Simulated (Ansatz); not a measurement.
# ClH3O2Sn: the cost of one run

All numbers below are computed with Ansatz 0.2.0 (RKS PBE0-D4/def2-SVP).

## Step 1: Starting point

Bond lengths: Sn1–O2 1.960 Å, O2–H3 1.010 Å, Sn1–O4 1.960 Å, O4–H5 1.010 Å, Sn1–Cl6 2.408 Å, Sn1–H7 1.739 Å. Angles: Sn1–O2–H3 109.5°, O2–Sn1–O4 109.4°, O2–Sn1–Cl6 109.5°, O2–Sn1–H7 109.5°, O4–Sn1–Cl6 109.5°, O4–Sn1–H7 109.5°, Cl6–Sn1–H7 109.5°, Sn1–O4–H5 109.5°.

As a file:

```xyz
7

Sn    0.0000    0.0000    0.0000
O     0.0000    0.0000    1.9600
H    -0.9095   -0.2814    2.2971
O     1.8483    0.0000   -0.6527
H     2.1646   -0.9521   -0.7693
Cl   -1.1351    1.9666   -0.8025
H    -0.8195   -1.4198   -0.5794
```

## Step 2: Preparing the start

input.yaml reads:

```yaml
crystal:
  periodic: [false, false, false]
  atoms:
    - { symbol: Sn, position_ang: [0.0, 0.0, 0.0] }
    - { symbol: O, position_ang: [0.0, 0.0, 1.96] }
    - { symbol: H, position_ang: [-0.9095, -0.2814, 2.2971] }
    - { symbol: O, position_ang: [1.8483, 0.0, -0.6527] }
    - { symbol: H, position_ang: [2.1646, -0.9521, -0.7693] }
    - { symbol: Cl, position_ang: [-1.1351, 1.9666, -0.8025] }
    - { symbol: H, position_ang: [-0.8195, -1.4198, -0.5794] }
basis:
  gaussian: { orbitals: def2-SVP }
hamiltonian:
  xc: pbe0
  dispersion: d4
relax:
  f_tol: 0.02
  max_steps: 40
output:
  orbitals: {}
```

Command:

```
> ansatz run input.yaml --threads 2 --pin off --max-ram 3072MiB --backend cpu --events-out ev --progress --plain --runs-dir out
```

What time and memory should one allow on 2 threads of Arm Neoverse V1, shared host?

About 58 s, with a peak of 0.19 GiB.
